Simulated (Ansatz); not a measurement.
# C₃H₅B: basis-set convergence

An exercise on one series of results from a longer session: the logs are not shown, and one member is left open.

Program: Ansatz 0.2.0, Gaussian basis. Level of theory: one geometry, several basis sets. These are calculated values, not measurements.

Levels to be run: PBE0-D4/def2-SVP; ωB97M-V/def2-SVP; PBE0-D4/def2-QZVPP; ωB97M-V/def2-QZVPP; the functionals' def2-TZVPP values are taken from earlier runs.

## The relaxed structure

All runs share one geometry, relaxed beforehand with PBE0-D4 in a triple-zeta def2 set.

9 atoms, charge 0, spin multiplicity 1.

Atoms are counted from 1 here; the program's logs count them from 0.

Bond lengths: B1–C2 1.493 Å, B1–H5 1.195 Å, B1–H6 1.195 Å, C2–C3 1.214 Å, C3–C4 1.444 Å, C4–H7 1.094 Å, C4–H8 1.093 Å, C4–H9 1.092 Å. Angles: C2–B1–H5 120.2°, C2–B1–H6 120.2°, H5–B1–H6 119.7°, B1–C2–C3 179.9°, C2–C3–C4 179.6°, C3–C4–H7 109.6°, C3–C4–H8 111.1°, C3–C4–H9 111.7°, H7–C4–H8 107.5°, H7–C4–H9 108.0°, H8–C4–H9 108.9°.

The first run:

Contents of in.yaml:

```yaml
crystal:
  periodic: [false, false, false]
  atoms:
    - {symbol: B, position_ang: [-0.086628, 2.047041, -1.052802]}
    - {symbol: C, position_ang: [-0.032631, 0.718527, -0.372812]}
    - {symbol: C, position_ang: [0.013274, -0.360584, 0.180741]}
    - {symbol: C, position_ang: [0.078592, -1.644371, 0.839130]}
    - {symbol: H, position_ang: [0.200559, 2.142225, -2.209206]}
    - {symbol: H, position_ang: [-0.415798, 3.020964, -0.442942]}
    - {symbol: H, position_ang: [1.116365, -1.868465, 1.103087]}
    - {symbol: H, position_ang: [-0.272138, -2.442773, 0.180303]}
    - {symbol: H, position_ang: [-0.513094, -1.658765, 1.757400]}
basis:
  gaussian: {orbitals: def2-SVP}
hamiltonian: {xc: pbe0, dispersion: d4}
output: {orbitals: {seedname: orbitals}}
```

Run with:

```bash
$ ansatz run in.yaml --threads 2 --pin off --events-out ev --progress --plain --max-ram 4352MiB
```

Steps of the session up to this table: PBE0-D4 in def2-SVP; ωB97M-V in def2-SVP; PBE0-D4 in def2-QZVPP; ωB97M-V in def2-QZVPP.

One table of the session follows, with a row left open; its other results are not shown here.

It belongs to the step «Functionals by basis». 

| functional | basis | HOMO (eV) | LUMO (eV) |
| --- | --- | --- | --- |
| PBE0-D4 | def2-SVP | -7.42 | -1.93 |
| PBE0-D4 | def2-TZVPP | -7.45 | -1.99 |
| PBE0-D4 | def2-QZVPP | -7.46 | -2.00 |
| ωB97M-V | def2-SVP | ? | ? |
| ωB97M-V | def2-TZVPP | -9.66 | -0.02 |
| ωB97M-V | def2-QZVPP | -9.67 | -0.06 |

**Question.** Estimate the row for ωB97M-V, def2-SVP.

**Answer.** HOMO (eV): -9.60; LUMO (eV): 0.12. In the column «HOMO (eV)» it lies between ωB97M-V, def2-TZVPP (-9.66) and PBE0-D4, def2-QZVPP (-7.46).
